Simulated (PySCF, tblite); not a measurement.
# C₅H₁₀Se: dynamics, then NMR shifts on frames, part 2 of 2

tblite 0.8.0 and PySCF 2.14.0. Atoms count from 0. The steps go on from the part before.

## 5. Nuclear shieldings: 625 fs, PBE0/pcSseg-1

What the job is given:

```
{"job": {"kind": "nmr", "xc": "PBE0", "basis": "pcSseg-1", "pop": false}, "charge": 0, "multiplicity": 1}
C      1.547700    -0.882700     0.563600
C      0.159000    -0.385600     0.903600
C     -1.000600    -1.239300     0.645700
C     -2.258200    -0.429800     0.702900
C     -2.078300     0.656500    -0.421600
Se    -0.261300     1.374500     0.015100
H      1.493400    -1.464700    -0.327200
H      1.959600    -1.485300     1.316100
H      2.275000    -0.099700     0.508000
H      0.048400    -0.204700     1.984300
H     -1.030800    -1.884200     1.552200
H     -0.828700    -1.836000    -0.226800
H     -3.185400    -0.953000     0.518100
H     -2.244600     0.060200     1.713000
H     -2.843700     1.380800    -0.222200
H     -2.057700     0.299200    -1.448400
```

Level: GIAO PBE0/pcSseg-1 NMR shielding, non-relativistic, gas phase.

What it wrote:

```text
coarse grid: 57952 points
cycle   1  E = -2597.2388105386  dE = -3.651e-01  |g| = 7.207e-01  |ddm| = 3.644e+00
cycle   2  E = -2597.2419743193  dE = -3.164e-03  |g| = 4.946e-01  |ddm| = 6.306e-01
cycle   3  E = -2597.2739489562  dE = -3.197e-02  |g| = 1.494e-01  |ddm| = 4.386e-01
cycle   4  E = -2597.2790749350  dE = -5.126e-03  |g| = 4.407e-02  |ddm| = 2.017e-01
cycle   5  E = -2597.2796115112  dE = -5.366e-04  |g| = 8.739e-03  |ddm| = 5.080e-02
cycle   6  E = -2597.2796274812  dE = -1.597e-05  |g| = 1.164e-03  |ddm| = 7.084e-03
cycle   7  E = -2597.2796277438  dE = -2.626e-07  |g| = 6.237e-04  |ddm| = 2.030e-03
final grid: 122840 points
cycle   8  E = -2597.2796388427  dE =  7.038e-08  |g| = 9.278e-04  |ddm| = 2.324e-03
cycle   9  E = -2597.2796385381  dE =  3.046e-07  |g| = 1.411e-03  |ddm| = 2.262e-03
cycle  10  E = -2597.2796390718  dE = -5.337e-07  |g| = 7.181e-05  |ddm| = 1.379e-03
cycle  11  E = -2597.2796390730  dE = -1.248e-09  |g| = 8.752e-06  |ddm| = 6.485e-05
cycle  12  E = -2597.2796390731  dE = -1.546e-11  |g| = 2.904e-06  |ddm| = 1.387e-05
converged SCF energy = -2597.2796390731

GIAO shielding tensors (ppm)
atom      isotropic    diamagn.    paramagn.     s11        s22        s33       span
  0 C      170.930     243.372     -72.442    157.519    159.078    196.192     38.674
  1 C      136.516     246.386    -109.870     91.476    153.825    164.246     72.770
  2 C      147.938     245.980     -98.042    126.168    155.312    162.332     36.164
  3 C      139.940     252.477    -112.537    109.982    148.123    161.715     51.732
  4 C      143.793     248.082    -104.289     98.499    159.267    173.614     75.116
  5 Se    1413.086    2999.003   -1585.917    917.263   1278.389   2043.605   1126.342
  6 H       31.192      29.639       1.553     26.826     29.103     37.648     10.822
  7 H       31.234      29.474       1.761     26.127     27.918     39.658     13.531
  8 H       30.557      29.769       0.787     24.067     29.674     37.928     13.861
  9 H       27.858      32.078      -4.220     23.762     25.158     34.654     10.892
 10 H       29.048      29.377      -0.329     24.208     26.561     36.376     12.168
 11 H       31.112      30.579       0.533     26.226     29.479     37.632     11.406
 12 H       29.210      29.334      -0.125     23.603     26.501     37.526     13.923
 13 H       29.106      30.496      -1.390     25.512     25.967     35.840     10.328
 14 H       28.958      29.947      -0.989     23.192     26.458     37.224     14.032
 15 H       28.301      29.916      -1.615     22.333     25.808     36.761     14.428
```

It took 39 s on 1 thread of Arm Neoverse N1, shared host; peak memory 0.89 GiB.

This run: δ C1 50.4, C3 47.0, C4 43.1, C2 39.0, H9 3.86, H15 3.42 ppm.

## 6. Shielding tensors: 800 fs, PBE0/pcSseg-1

What the job is given:

```
{"job": {"kind": "nmr", "xc": "PBE0", "basis": "pcSseg-1", "pop": false}, "charge": 0, "multiplicity": 1}
C      1.739500    -0.656500     1.327100
C      0.303300    -0.270500     1.547900
C     -0.778500    -1.258800     1.207700
C     -2.111400    -0.605200     0.817900
C     -1.897400     0.591100    -0.140900
Se    -0.125300     1.350100     0.337300
H      1.822200    -1.173100     0.321300
H      2.062300    -1.318700     2.102700
H      2.242100     0.257100     1.268400
H      0.052600     0.221200     2.501900
H     -0.947000    -1.872400     2.162800
H     -0.430500    -2.024300     0.448800
H     -2.919500    -1.288900     0.477600
H     -2.450600    -0.100100     1.740800
H     -2.664300     1.374600    -0.131300
H     -1.896700     0.115100    -1.136500
```

Level: GIAO PBE0/pcSseg-1 NMR shielding, non-relativistic, gas phase.

What it wrote:

```text
coarse grid: 57952 points
cycle   1  E = -2597.2471275641  dE = -5.647e-01  |g| = 7.041e-01  |ddm| = 3.585e+00
cycle   2  E = -2597.2528648519  dE = -5.737e-03  |g| = 4.579e-01  |ddm| = 5.741e-01
cycle   3  E = -2597.2783510408  dE = -2.549e-02  |g| = 1.354e-01  |ddm| = 3.720e-01
cycle   4  E = -2597.2823919954  dE = -4.041e-03  |g| = 4.112e-02  |ddm| = 1.766e-01
cycle   5  E = -2597.2828772070  dE = -4.852e-04  |g| = 9.537e-03  |ddm| = 5.196e-02
cycle   6  E = -2597.2828962779  dE = -1.907e-05  |g| = 1.471e-03  |ddm| = 7.380e-03
cycle   7  E = -2597.2828966252  dE = -3.473e-07  |g| = 8.859e-04  |ddm| = 2.305e-03
final grid: 122840 points
cycle   8  E = -2597.2829445555  dE =  2.640e-07  |g| = 1.404e-03  |ddm| = 2.787e-03
cycle   9  E = -2597.2829436723  dE =  8.831e-07  |g| = 2.277e-03  |ddm| = 3.603e-03
cycle  10  E = -2597.2829451003  dE = -1.428e-06  |g| = 9.582e-05  |ddm| = 2.234e-03
cycle  11  E = -2597.2829451022  dE = -1.923e-09  |g| = 1.216e-05  |ddm| = 7.846e-05
cycle  12  E = -2597.2829451022  dE = -3.001e-11  |g| = 5.458e-06  |ddm| = 2.011e-05
converged SCF energy = -2597.2829451022

GIAO shielding tensors (ppm)
atom      isotropic    diamagn.    paramagn.     s11        s22        s33       span
  0 C      163.970     246.551     -82.580    144.353    164.908    182.650     38.297
  1 C      131.515     250.439    -118.924     71.203    155.922    167.420     96.217
  2 C      139.560     243.977    -104.417    112.018    144.399    162.262     50.244
  3 C      143.287     246.861    -103.573     94.627    157.581    177.655     83.028
  4 C      146.151     247.938    -101.787    106.245    159.549    172.660     66.415
  5 Se    1324.906    3000.171   -1675.265    768.680   1119.014   2087.024   1318.343
  6 H       29.350      28.375       0.976     25.562     28.166     34.323      8.761
  7 H       30.331      28.423       1.908     25.125     27.243     38.626     13.501
  8 H       30.635      30.661      -0.026     23.478     30.302     38.125     14.648
  9 H       26.614      31.745      -5.131     20.987     25.481     33.374     12.386
 10 H       28.274      27.520       0.754     23.794     25.902     35.127     11.332
 11 H       29.327      29.079       0.248     24.493     28.326     35.161     10.668
 12 H       28.922      27.833       1.089     22.856     26.505     37.405     14.549
 13 H       28.980      29.415      -0.435     24.005     27.471     35.465     11.460
 14 H       28.711      29.649      -0.938     22.960     25.907     37.266     14.306
 15 H       28.211      30.445      -2.234     22.650     26.015     35.967     13.317
```

Run time: 40 s. Hardware: 1 thread of Arm Neoverse N1, shared host; peak memory 0.89 GiB.

In short: δ C1 55.4, C2 47.4, C3 43.6, C4 40.8, H9 5.10, H15 3.51 ppm.

## 7. Shielding tensors: 1000 fs, PBE0/pcSseg-1

What the job is given:

```
{"job": {"kind": "nmr", "xc": "PBE0", "basis": "pcSseg-1", "pop": false}, "charge": 0, "multiplicity": 1}
C      1.583700     0.194600     1.768600
C      0.144800     0.188400     1.576600
C     -0.393400    -1.228300     1.211100
C     -1.840100    -0.930200     0.832100
C     -1.978900     0.296500    -0.080000
Se    -0.399300     1.372800     0.041600
H      2.101900    -0.036800     0.906700
H      1.902800    -0.553600     2.575300
H      2.009700     1.111000     2.149100
H     -0.322100     0.515300     2.526300
H     -0.178100    -2.022700     1.970100
H      0.124300    -1.519500     0.262200
H     -2.242300    -1.825100     0.382200
H     -2.469100    -0.734000     1.755100
H     -2.810800     0.838600     0.273100
H     -2.168800    -0.027700    -1.071600
```

Level: GIAO PBE0/pcSseg-1 NMR shielding, non-relativistic, gas phase.

What it wrote:

```text
coarse grid: 57952 points
cycle   1  E = -2597.2395134327  dE = -3.797e-01  |g| = 7.310e-01  |ddm| = 3.676e+00
cycle   2  E = -2597.2370700211  dE =  2.443e-03  |g| = 5.331e-01  |ddm| = 6.521e-01
cycle   3  E = -2597.2756751348  dE = -3.861e-02  |g| = 1.571e-01  |ddm| = 4.878e-01
cycle   4  E = -2597.2813781300  dE = -5.703e-03  |g| = 4.513e-02  |ddm| = 2.040e-01
cycle   5  E = -2597.2819153161  dE = -5.372e-04  |g| = 8.697e-03  |ddm| = 4.868e-02
cycle   6  E = -2597.2819321044  dE = -1.679e-05  |g| = 1.678e-03  |ddm| = 8.549e-03
cycle   7  E = -2597.2819326642  dE = -5.598e-07  |g| = 8.867e-04  |ddm| = 2.515e-03
final grid: 122840 points
cycle   8  E = -2597.2820082790  dE =  1.476e-07  |g| = 1.282e-03  |ddm| = 2.782e-03
cycle   9  E = -2597.2820077228  dE =  5.562e-07  |g| = 1.924e-03  |ddm| = 3.076e-03
cycle  10  E = -2597.2820087169  dE = -9.940e-07  |g| = 1.015e-04  |ddm| = 1.866e-03
cycle  11  E = -2597.2820087191  dE = -2.192e-09  |g| = 1.159e-05  |ddm| = 8.779e-05
cycle  12  E = -2597.2820087191  dE = -3.001e-11  |g| = 6.108e-06  |ddm| = 1.872e-05
converged SCF energy = -2597.2820087191

GIAO shielding tensors (ppm)
atom      isotropic    diamagn.    paramagn.     s11        s22        s33       span
  0 C      167.090     243.453     -76.363    150.860    158.905    191.507     40.647
  1 C      123.394     246.940    -123.546     74.348    139.823    156.010     81.662
  2 C      133.160     251.908    -118.748    105.192    132.881    161.408     56.216
  3 C      151.973     246.078     -94.106    119.631    164.100    172.188     52.557
  4 C      162.769     245.269     -82.499    119.976    181.449    186.883     66.907
  5 Se    1525.582    2998.369   -1472.787    977.862   1333.072   2265.811   1287.949
  6 H       31.608      30.540       1.068     27.249     30.024     37.550     10.301
  7 H       29.087      26.785       2.302     23.828     26.287     37.146     13.318
  8 H       30.327      28.555       1.771     25.004     27.837     38.139     13.135
  9 H       27.672      31.145      -3.473     23.767     25.655     33.594      9.827
 10 H       29.026      30.089      -1.063     24.897     26.274     35.906     11.009
 11 H       29.471      30.769      -1.298     26.989     27.383     34.040      7.051
 12 H       29.725      29.116       0.608     24.179     27.524     37.472     13.293
 13 H       29.053      28.582       0.470     23.618     26.940     36.599     12.981
 14 H       29.418      30.064      -0.646     22.509     27.459     38.286     15.777
 15 H       29.618      30.191      -0.573     23.188     27.275     38.392     15.205
```

It took 39 s on 1 thread of Arm Neoverse N1, shared host; peak memory 0.91 GiB.

In short: δ C1 63.5, C2 53.8, C3 35.0, C4 24.2, H9 4.04, H10 2.69 ppm.

## 8. Comparing the runs: NMR shifts

Shifts (ppm) of some atoms, chosen among heavy atoms and hydrogens apart, with basis size and wall time:

```tsv
frame	C1	C2	C4	C0	H15	H7	Se5	functions	time
250 fs	58.5	42.6	38.5	25.2	4.46	1.94	381	176	47 s
425 fs	39.6	52.9	43.7	11.0	3.85	0.10	274	176	37 s
625 fs	50.4	39.0	43.1	16.0	3.42	0.48	345	176	39 s
800 fs	55.4	47.4	40.8	23.0	3.51	1.39	433	176	40 s
1000 fs	63.5	53.8	24.2	19.8	2.10	2.63	233	176	39 s
```

## 9. What came out

What follows sums up all 2 parts.

```
                                         quantity                                                           value
                                       thermostat                                                           300 K
                    mean temperature, second half                                                           304 K
          mean potential energy above the minimum                                                         0.56 eV
   13C shifts against TMS (PBE0/pcSseg-1, 250 fs)                                58.5, 42.6, 38.5, 34.7, 25.2 ppm
    1H shifts against TMS (PBE0/pcSseg-1, 250 fs)  4.46, 4.13, 3.43, 2.05, 1.94, 1.82, 1.62, 1.50, 1.06, 0.99 ppm
77Se shifts against Me2Se (PBE0/pcSseg-1, 250 fs)                                                         381 ppm
            surface potential, 1st and 99th percentile                                              -1.17 V and 0.72 V
                        range of the shift of Se5                                                  233 to 433 ppm
```

**Reading.** In the second half the potential energy averages 0.56 eV above the minimum; equipartition over 42 harmonic modes at 300 K would give 0.54 eV. With 16 atoms the temperature swings widely (105 to 381 K). Shifts at one fixed geometry are not the observed spectrum, which averages over the motion. In the first frame run (250 fs): Shielding is most anisotropic at Se5 (span 1310 ppm, paramagnetic term -1622 ppm). In ppm, Se5 moves most: its shift spreads over 201 ppm, from 233 (1000 fs) to 433 (800 fs). Spin-orbit coupling is left out, which matters for shieldings and couplings at and beside the heavy atoms.
